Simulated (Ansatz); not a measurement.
# CH7BSSi, SMILES CSB[SiH3]: an atomisation energy

With the Python package of Ansatz (0.2.0).

`ch7bssi.xyz`
```text
11

C    -0.82530    1.66850    0.54800
S     0.71320    1.08020    1.15540
B     0.28900   -0.71350    0.73270
Si    0.87590   -1.43140   -0.98970
H    -0.97960    1.48120   -0.56340
H    -0.90420    2.82930    0.67410
H    -1.68790    1.26150    1.10560
H    -0.17930   -1.38100    1.53800
H     0.12500   -0.65820   -1.99780
H     2.25950   -1.34250   -1.14630
H     0.37910   -2.85120   -1.03610
```

Run as a notebook:

**Cell 1**
```python
from collections import Counter

import ansatz
```

**Cell 2**
```python
def energy_of(molecule, charge=0, unpaired=0):
    calc = molecule.calculation().basis(gaussian='def2-SVPD').functional('hf')
    if charge:
        calc = calc.charge(charge)
    if unpaired:
        calc = calc.spin('collinear', total=unpaired)
    return calc.run(threads=1).report['free_energy_ev']

system = ansatz.Crystal.molecule_from_extxyz('ch7bssi.xyz')

# unpaired electrons of the ground-state atoms
unpaired = {'C': 2, 'S': 2, 'B': 1, 'Si': 2, 'H': 1}
counts = Counter(site.symbol for site in system.cartesian_sites)
atom_energy = {s: energy_of(ansatz.Crystal.molecule().atom(s, (0, 0, 0)), 0, unpaired[s]) for s in counts}
whole = energy_of(system, 0, 0)
for s, e in atom_energy.items():
    print(f'{s:2s} x{counts[s]}  {e:14.5f} eV')
print(f'CH7BSSi: {whole:.5f} eV')
split = sum(counts[s] * e for s, e in atom_energy.items()) - whole
print(f'atomisation energy (no zero-point term): {96.485332 * split:.1f} kJ/mol, {split / sum(counts.values()):.3f} eV an atom')
```
Output:
```text
C  x1     -1024.40679 eV
S  x1    -10813.02816 eV
B  x1      -666.71767 eV
Si x1     -7857.40309 eV
H  x7       -13.58606 eV
CH7BSSi: -20484.41668 eV
atomisation energy (no zero-point term): 2678.3 kJ/mol, 2.524 eV an atom
```

2678.3 kJ/mol from the electronic energies, without the zero-point term.

What to keep in mind:
- Total energies depend on the basis set; only differences at equal settings carry meaning.
- The geometry is a force-field or estimated start, not a minimum of this method, and the basis set is short of its limit. All parts are taken at fixed geometry, without zero-point energy.
- Hartree-Fock leaves correlation out, so bond, atomisation and ionisation energies come out well too low.
- Hardware and time: 1.5 s on 1 thread of Intel(R) Xeon(R) 6975P-C (Granite Rapids), with other jobs on the host, peak memory 0.32 GiB.

(Lines on the test bed's own set-up are left out of the output.)
